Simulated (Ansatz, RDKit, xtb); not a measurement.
# Isomers of BSi2NH7Br, a sample narrowed down

Which of a sample of isomers of BSi2NH7Br is the most stable in the gas at 298.15 K, and what are its properties? The sample is small against all isomers, and the most stable one of this formula need not be in it.

The funnel: GFN2-xTB relaxations, single points with a density functional, relaxations at B3LYP-D3(BJ)/def2-SVP, harmonic vibrations (at GFN2-xTB), and a last energy at a higher level. All values are calculated.

**1. Possible bonding patterns**

Isomers were taken from a list of plausible structures; this is a sample, not all of them. That gives 3 candidates.

```
label               SMILES     spin
 c599  B[Si@@H](Br)N[SiH3]  singlet
 c726     B[SiH2]N[SiH2]Br  singlet
 c781   BN([SiH3])[SiH2]Br  singlet
```

Candidates are built by distance geometry, with a force field where one applies, in up to four conformers (letters a to d).

**Question.** With final energies at CCSD(T)/def2-SVP + MP2/def2-TZVPP - MP2/def2-SVP, which structure will this search put lowest in free energy, and by what margin?

| quantity | value |
| --- | --- |
| lowest structure found | BN([SiH3])[SiH2]Br, singlet |
| next finalist | [Br][SiH]1[BH2][H][SiH2][NH]1 ‡, singlet, 30.7 kcal/mol higher in G |
| share at equilibrium, among the finalists | 100.0 % |

The lowest structure found is `BN([SiH3])[SiH2]Br`. Among the finalists first place is clear (30.7 kcal/mol); structures outside the list aren't covered. B3LYP-D3(BJ)/def2-SVP, HF/def2-SVP and MP2/def2-SVP already put its bonding pattern lowest among the structures in one piece. 4 minima inside the window were never screened. Lowest found is not proven lowest: the search is finite, and each finalist counts with one conformer. Only 3 drawn patterns were tried, so whole families of isomers are missing, and the result ranks this sample alone.

‡ marks the bonded skeleton alone, with all bonds drawn single: no Lewis structure was assigned that passes a check against the bond lengths.
